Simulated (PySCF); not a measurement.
# A gas-phase reaction: ClH2O2Sb + BrH → BrH2O2Sb + ClH

Wanted: the reaction energy for `[OH][Sb]([OH])[Cl]` + `Br` → `[OH][Sb]([OH])[Br]` + `Cl`.

Programs: PySCF 2.14.0. All values are calculated, for the isolated system unless a continuum is named. Atoms count from 0, parts from 1.

## Step 1: The system as given

Each species was relaxed by itself at PBE0-D3(BJ)/def2-SVPD.

## Step 2: Reaction energy: wB97M-D3(BJ)/def2-TZVPD

What the job is given:

```
{"job": {"kind": "react", "xc": "wB97M-D3(BJ)", "basis": "def2-TZVPD"}, "charge": 0, "multiplicity": 1}
-1 ClH2O2Sb charge 0 multiplicity 1
O      1.365180    -0.702060     0.220110
Sb    -0.150850     0.225070     1.098100
O     -1.617000    -0.670890     0.127480
Cl     0.035980     2.169780    -0.305160
H      1.725740    -0.206070    -0.525300
H     -1.433030    -0.828250    -0.806940

-1 BrH charge 0 multiplicity 1
Br     0.715050    -0.003970     0.004700
H     -0.708620     0.007390    -0.005370

+1 BrH2O2Sb charge 0 multiplicity 1
O      1.567780    -0.211230     0.295000
Sb    -0.177230     0.215620     1.134610
O     -1.298370    -1.145280     0.240740
Br    -0.678010     2.149500    -0.451260
H      1.711690     0.234630    -0.548430
H     -1.165010    -1.218970    -0.712000

+1 ClH charge 0 multiplicity 1
Cl     0.644680    -0.005070     0.002840
H     -0.643450     0.006240    -0.007190
```

Level: wB97M-D3(BJ)/def2-TZVPD reaction energy of separated species, gas phase.

Run with:

```console
> OMP_NUM_THREADS=1 python cluster_run.py task.json out
```

One launch serves the whole session: the jobs run in the order shown.

The program printed:

```text
species 1 (ClH2O2Sb)
coarse grid: 29648 points
cycle   1  E = -851.3719835638  dE = -3.762e+01  |g| = 2.461e+00  |ddm| = 1.581e+01
cycle   2  E = -851.8147711563  dE = -4.428e-01  |g| = 2.022e+00  |ddm| = 5.679e+00
cycle   3  E = -852.3996145582  dE = -5.848e-01  |g| = 1.709e-01  |ddm| = 2.001e+00
cycle   4  E = -852.4012179338  dE = -1.603e-03  |g| = 1.577e-01  |ddm| = 2.310e-01
cycle   5  E = -852.4053923323  dE = -4.174e-03  |g| = 2.055e-02  |ddm| = 9.460e-02
cycle   6  E = -852.4054918782  dE = -9.955e-05  |g| = 5.169e-03  |ddm| = 2.394e-02
cycle   7  E = -852.4055066569  dE = -1.478e-05  |g| = 1.453e-03  |ddm| = 1.426e-02
cycle   8  E = -852.4055075351  dE = -8.782e-07  |g| = 3.440e-04  |ddm| = 3.331e-03
final grid: 58952 points
cycle   9  E = -852.4054423290  dE = -2.397e-07  |g| = 3.795e-04  |ddm| = 4.449e-03
cycle  10  E = -852.4054423299  dE = -9.163e-10  |g| = 4.325e-04  |ddm| = 7.181e-04
cycle  11  E = -852.4054423610  dE = -3.109e-08  |g| = 5.851e-05  |ddm| = 2.530e-04
cycle  12  E = -852.4054423620  dE = -9.738e-10  |g| = 2.231e-05  |ddm| = 7.648e-05
converged SCF energy = -852.4054423620

species 2 (BrH)
coarse grid: 9808 points
cycle   1  E = -2574.7444817010  dE = -1.115e+00  |g| = 2.814e-01  |ddm| = 9.887e-01
cycle   2  E = -2574.7574488032  dE = -1.297e-02  |g| = 1.487e-01  |ddm| = 2.655e-01
cycle   3  E = -2574.7608846139  dE = -3.436e-03  |g| = 8.657e-03  |ddm| = 8.708e-02
cycle   4  E = -2574.7609219789  dE = -3.736e-05  |g| = 2.523e-03  |ddm| = 1.268e-02
cycle   5  E = -2574.7609264093  dE = -4.430e-06  |g| = 6.497e-04  |ddm| = 4.934e-03
final grid: 18448 points
cycle   6  E = -2574.7609110846  dE = -1.922e-07  |g| = 3.884e-04  |ddm| = 9.239e-04
cycle   7  E = -2574.7609111122  dE = -2.762e-08  |g| = 2.729e-04  |ddm| = 3.937e-04
cycle   8  E = -2574.7609111193  dE = -7.077e-09  |g| = 3.378e-05  |ddm| = 1.359e-04
cycle   9  E = -2574.7609111203  dE = -1.032e-09  |g| = 1.120e-05  |ddm| = 6.292e-05
cycle  10  E = -2574.7609111203  dE = -4.820e-11  |g| = 1.704e-06  |ddm| = 1.292e-05
converged SCF energy = -2574.7609111203

species 3 (BrH2O2Sb)
coarse grid: 30664 points
cycle   1  E = -2964.9879952901  dE = -3.837e+01  |g| = 2.675e+00  |ddm| = 1.590e+01
cycle   2  E = -2965.3065029457  dE = -3.185e-01  |g| = 2.454e+00  |ddm| = 6.393e+00
cycle   3  E = -2966.2876632186  dE = -9.812e-01  |g| = 2.803e-01  |ddm| = 2.811e+00
cycle   4  E = -2966.2931923211  dE = -5.529e-03  |g| = 2.343e-01  |ddm| = 3.608e-01
cycle   5  E = -2966.3023348328  dE = -9.143e-03  |g| = 3.265e-02  |ddm| = 1.508e-01
cycle   6  E = -2966.3025748087  dE = -2.400e-04  |g| = 7.519e-03  |ddm| = 3.775e-02
cycle   7  E = -2966.3026125213  dE = -3.771e-05  |g| = 2.168e-03  |ddm| = 2.502e-02
cycle   8  E = -2966.3026146979  dE = -2.177e-06  |g| = 5.792e-04  |ddm| = 5.247e-03
final grid: 60280 points
cycle   9  E = -2966.3026832781  dE = -4.343e-07  |g| = 4.333e-04  |ddm| = 3.405e-03
cycle  10  E = -2966.3026833205  dE = -4.247e-08  |g| = 3.230e-04  |ddm| = 7.427e-04
cycle  11  E = -2966.3026833336  dE = -1.309e-08  |g| = 6.349e-05  |ddm| = 2.131e-04
cycle  12  E = -2966.3026833366  dE = -3.000e-09  |g| = 5.346e-05  |ddm| = 1.650e-04
cycle  13  E = -2966.3026833376  dE = -9.431e-10  |g| = 9.226e-06  |ddm| = 7.670e-05
converged SCF energy = -2966.3026833376

species 4 (ClH)
coarse grid: 8792 points
cycle   1  E = -460.8503331836  dE = -8.165e-02  |g| = 2.169e-01  |ddm| = 7.239e-01
cycle   2  E = -460.8625127291  dE = -1.218e-02  |g| = 1.397e-01  |ddm| = 2.651e-01
cycle   3  E = -460.8670521458  dE = -4.539e-03  |g| = 1.358e-02  |ddm| = 9.818e-02
cycle   4  E = -460.8670932289  dE = -4.108e-05  |g| = 3.364e-03  |ddm| = 9.545e-03
cycle   5  E = -460.8670994773  dE = -6.248e-06  |g| = 8.516e-04  |ddm| = 3.915e-03
final grid: 17120 points
cycle   6  E = -460.8670682063  dE = -3.715e-07  |g| = 3.676e-04  |ddm| = 8.891e-04
cycle   7  E = -460.8670682526  dE = -4.628e-08  |g| = 1.618e-04  |ddm| = 3.981e-04
cycle   8  E = -460.8670682592  dE = -6.570e-09  |g| = 4.221e-05  |ddm| = 1.295e-04
cycle   9  E = -460.8670682605  dE = -1.314e-09  |g| = 3.974e-06  |ddm| = 6.531e-05
cycle  10  E = -460.8670682605  dE = -3.354e-12  |g| = 8.166e-07  |ddm| = 3.313e-06
converged SCF energy = -460.8670682605

Reaction energy = -2.144 kcal/mol
```

Wall time 28 s (1 thread of Arm Neoverse V2, shared host); peak memory 0.75 GiB.

Species by species (with the dispersion term, which the log's SCF energies lack):

| ν | species | energy (Eh) | HOMO (eV) |
| --- | --- | --- | --- |
| -1 | [OH][Sb]([OH])[Cl] | -852.41133 | -10.83 |
| -1 | Br | -2574.76148 | -11.15 |
| +1 | [OH][Sb]([OH])[Br] | -2966.30861 | -10.57 |
| +1 | Cl | -460.86761 | -11.93 |

## Step 3: Energies of the species: PBE0-D3(BJ)/def2-TZVPD

The job, as its differences from that of step 2:

```diff
@@ -1,2 +1,2 @@
-{"job": {"kind": "react", "xc": "wB97M-D3(BJ)", "basis": "def2-TZVPD"}, "charge": 0, "multiplicity": 1}
+{"job": {"kind": "react", "xc": "PBE0", "basis": "def2-TZVPD", "disp": "d3bj"}, "charge": 0, "multiplicity": 1}
 -1 ClH2O2Sb charge 0 multiplicity 1
```

Level: PBE0-D3(BJ)/def2-TZVPD reaction energy of separated species, gas phase.

The program printed:

```text
species 1 (ClH2O2Sb)
coarse grid: 29648 points
cycle   1  E = -850.1513831918  dE = -3.661e+01  |g| = 3.099e+00  |ddm| = 1.593e+01
cycle   2  E = -847.5328013107  dE =  2.619e+00  |g| = 4.252e+00  |ddm| = 8.846e+00
cycle   3  E = -851.8621943309  dE = -4.329e+00  |g| = 7.162e-01  |ddm| = 6.029e+00
cycle   4  E = -851.8832845763  dE = -2.109e-02  |g| = 6.922e-01  |ddm| = 9.214e-01
cycle   5  E = -851.9660749434  dE = -8.279e-02  |g| = 1.617e-01  |ddm| = 4.976e-01
cycle   6  E = -851.9723091713  dE = -6.234e-03  |g| = 2.023e-02  |ddm| = 1.318e-01
cycle   7  E = -851.9723714780  dE = -6.231e-05  |g| = 9.842e-03  |ddm| = 2.882e-02
cycle   8  E = -851.9723908380  dE = -1.936e-05  |g| = 3.253e-03  |ddm| = 1.019e-02
cycle   9  E = -851.9723921899  dE = -1.352e-06  |g| = 1.907e-03  |ddm| = 3.068e-03
final grid: 58952 points
cycle  10  E = -851.9723176382  dE =  1.875e-06  |g| = 3.855e-03  |ddm| = 4.591e-03
cycle  11  E = -851.9723086979  dE =  8.940e-06  |g| = 7.959e-03  |ddm| = 6.950e-03
cycle  12  E = -851.9723203795  dE = -1.168e-05  |g| = 1.528e-04  |ddm| = 4.676e-03
cycle  13  E = -851.9723203847  dE = -5.188e-09  |g| = 2.043e-05  |ddm| = 1.466e-04
cycle  14  E = -851.9723203848  dE = -9.163e-11  |g| = 6.746e-06  |ddm| = 2.551e-05
converged SCF energy = -851.9723203848

species 2 (BrH)
coarse grid: 9808 points
cycle   1  E = -2574.4494535201  dE = -1.081e+00  |g| = 2.724e-01  |ddm| = 1.042e+00
cycle   2  E = -2574.4540917839  dE = -4.638e-03  |g| = 1.699e-01  |ddm| = 2.601e-01
cycle   3  E = -2574.4588661914  dE = -4.774e-03  |g| = 3.007e-02  |ddm| = 1.194e-01
cycle   4  E = -2574.4590976786  dE = -2.315e-04  |g| = 4.156e-03  |ddm| = 2.212e-02
cycle   5  E = -2574.4591016810  dE = -4.002e-06  |g| = 1.311e-03  |ddm| = 4.270e-03
final grid: 18448 points
cycle   6  E = -2574.4591027961  dE = -7.034e-08  |g| = 1.375e-03  |ddm| = 2.024e-03
cycle   7  E = -2574.4591028104  dE = -1.432e-08  |g| = 1.399e-03  |ddm| = 1.791e-03
cycle   8  E = -2574.4591030314  dE = -2.209e-07  |g| = 5.149e-05  |ddm| = 8.398e-04
cycle   9  E = -2574.4591030320  dE = -6.780e-10  |g| = 1.026e-05  |ddm| = 4.413e-05
converged SCF energy = -2574.4591030320

species 3 (BrH2O2Sb)
coarse grid: 30664 points
cycle   1  E = -2962.4259917619  dE = -3.611e+01  |g| = 3.914e+00  |ddm| = 1.607e+01
cycle   2  E = -2915.4221275192  dE =  4.700e+01  |g| = 1.307e+01  |ddm| = 1.749e+01
cycle   3  E = -2965.0336961598  dE = -4.961e+01  |g| = 1.943e+00  |ddm| = 1.543e+01
cycle   4  E = -2965.0558907100  dE = -2.219e-02  |g| = 1.830e+00  |ddm| = 2.686e+00
cycle   5  E = -2965.7549032188  dE = -6.990e-01  |g| = 2.475e-01  |ddm| = 1.286e+00
cycle   6  E = -2965.7639969205  dE = -9.094e-03  |g| = 1.583e-01  |ddm| = 4.515e-01
cycle   7  E = -2965.7688524866  dE = -4.856e-03  |g| = 7.821e-02  |ddm| = 1.561e-01
cycle   8  E = -2965.7699463711  dE = -1.094e-03  |g| = 1.569e-02  |ddm| = 5.830e-02
cycle   9  E = -2965.7699898810  dE = -4.351e-05  |g| = 4.454e-03  |ddm| = 1.375e-02
cycle  10  E = -2965.7699942058  dE = -4.325e-06  |g| = 1.405e-03  |ddm| = 6.053e-03
final grid: 60280 points
cycle  11  E = -2965.7700502458  dE =  2.127e-07  |g| = 2.055e-03  |ddm| = 4.357e-03
cycle  12  E = -2965.7700489302  dE =  1.316e-06  |g| = 3.235e-03  |ddm| = 4.888e-03
cycle  13  E = -2965.7700511955  dE = -2.265e-06  |g| = 3.712e-04  |ddm| = 2.827e-03
cycle  14  E = -2965.7700512209  dE = -2.539e-08  |g| = 3.331e-05  |ddm| = 2.632e-04
cycle  15  E = -2965.7700512210  dE = -1.883e-10  |g| = 1.012e-05  |ddm| = 2.831e-05
converged SCF energy = -2965.7700512210

species 4 (ClH)
coarse grid: 2248 points
cycle   1  E = -460.6537839324  dE = -4.644e-02  |g| = 1.882e-01  |ddm| = 7.411e-01
cycle   2  E = -460.6558526788  dE = -2.069e-03  |g| = 1.902e-01  |ddm| = 3.151e-01
cycle   3  E = -460.6653814799  dE = -9.529e-03  |g| = 1.506e-02  |ddm| = 1.513e-01
cycle   4  E = -460.6654035370  dE = -2.206e-05  |g| = 2.693e-03  |ddm| = 7.323e-03
cycle   5  E = -460.6654050848  dE = -1.548e-06  |g| = 1.111e-03  |ddm| = 2.553e-03
final grid: 17120 points
cycle   6  E = -460.6658903193  dE = -4.429e-06  |g| = 2.164e-03  |ddm| = 7.337e-03
cycle   7  E = -460.6658903488  dE = -2.951e-08  |g| = 1.795e-03  |ddm| = 2.512e-03
cycle   8  E = -460.6658909665  dE = -6.177e-07  |g| = 1.533e-04  |ddm| = 1.363e-03
cycle   9  E = -460.6658909734  dE = -6.898e-09  |g| = 2.147e-05  |ddm| = 1.086e-04
cycle  10  E = -460.6658909735  dE = -1.032e-10  |g| = 4.934e-06  |ddm| = 1.681e-05
converged SCF energy = -460.6658909735

Reaction energy = -3.017 kcal/mol
```

Run time: 17 s. Hardware: 1 thread of Arm Neoverse V2, shared host; peak memory 0.65 GiB.

Reaction energy at this level: -3.02 kcal/mol.

## Step 4: Comparing the runs

Energies in kcal/mol, with wall time:

| run | reaction | time |
| --- | --- | --- |
| wB97M-D3(BJ)/def2-TZVPD | -2.14 | 28 s |
| PBE0-D3(BJ)/def2-TZVPD | -3.02 | 17 s |

## Step 5: What came out

| quantity | value |
| --- | --- |
| reaction energy (wB97M-D3(BJ)/def2-TZVPD) | -2.14 kcal/mol |
| ΔH, ΔG at 298 K (xTB thermal terms) | -2.0, -1.9 kcal/mol |
| range of the reaction energy over the runs of this table | -3.02 to -2.14 kcal/mol |

In words: The reaction is exothermic by 2.0 kcal/mol in the gas phase; dispersion gives -0.01, and xTB itself gave -5.37 for the electronic energy (xTB energies and thermal terms come from the earlier relaxation of each species, not shown). No barrier was sought. The reaction energy runs from -3.02 (PBE0-D3(BJ)/def2-TZVPD) to -2.14 kcal/mol (wB97M-D3(BJ)/def2-TZVPD).
